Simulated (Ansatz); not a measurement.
# TaW: squeezing one contact

An exercise on one series of results from a longer session: the logs are not shown, and one member is left open.

Program: Ansatz 0.2.0. Level of theory: DFT PBEsol, with the methods named in each step. These are calculated values, not measurements.

5 further runs of the same task are left out: 5 that didn't finish.

## The starting structure

The structure is orthorhombic, space group Cmmm (No. 65). The conventional cell has a = 3.228 Å, b = 4.614 Å, c = 4.521 Å, α = 90.00°, β = 90.00°, γ = 90.00°. Around Ta (site symmetry mmm) lie 4 W at 2.78 Å and 4 Ta at 2.82 Å. Around W (site symmetry mmm) lie 4 Ta at 2.78 Å and 4 W at 2.82 Å.

Structure file:

```
Ta W
1.0
     1.61413   -2.30703    0.00000
     1.61413    2.30703    0.00000
     0.00000    0.00000    4.52140
Ta W
1 1
Direct
  0.00000 0.00000 0.00000
  0.50000 0.50000 0.50000
```

Atoms are numbered in the order of the input: Ta1, W2.

The first run:

input.yaml reads:

```yaml
crystal:
  lattice:
    - [1.61412879, -2.3070255, 0.0]
    - [1.61412879, 2.3070255, 0.0]
    - [0.0, 0.0, 4.52139841]
  atoms:
    - { symbol: Ta, position: [0.0, 0.0, 0.0] }
    - { symbol: W, position: [0.5, 0.5, 0.5] }
kpoints:
  mp_grid: { grid: [11, 11, 7] }
scf:
  occupations: { method: fermi_dirac, width: 0.05 }
hamiltonian:
  xc: pbesol
  pseudopotentials: { kind: all_electron, lapw: { basis_error: 0.001 } }
output:
  forces: true
  stress: true
  eigenvalues: true
  populations: true
```

On the command line:

```bash
ansatz run input.yaml --threads 1 --pin off --max-ram 2048MiB --backend cpu --events-out ev --progress --plain --runs-dir out
```

Among the steps run: The bond as given, LAPW; Shortest bond scaled by 1, crystal datasets; Shortest bond scaled by 0.94, LAPW; Shortest bond scaled by 0.94, crystal datasets.

One of the session's tables, all rows but one given; the rest of the session is left out.

```
          method  length (Å)  force along the bond (eV/Å)  pressure (GPa)  largest force (eV/Å)
            LAPW       2.611                        1.816           -2.52                 1.827
            LAPW       2.778                        0.000           -5.23                 0.000
             PAW       1.611                       76.197          224.34                76.268
             PAW       1.778                       33.886          117.35                34.033
             PAW       2.111                       11.203           40.44                11.355
             PAW       2.611                            ?               ?                     ?
             PAW       2.778                        0.000           -5.20                 0.000
crystal datasets       2.611                        1.816           -2.52                 1.827
crystal datasets       2.778                        0.000           -5.23                 0.000
```

Estimate the missing values for PAW, 2.611.

The run gave: force along the bond (eV/Å): 1.817; pressure (GPa): -2.47; largest force (eV/Å): 1.828. In the column «force along the bond (eV/Å)» it lies between crystal datasets, 2.611 (1.816) and PAW, 2.111 (11.203).

Caveats from the session: Warnings in the runs' records: gradients without spin orbit, crystal datasets made, printed levels off, band levels unverified.
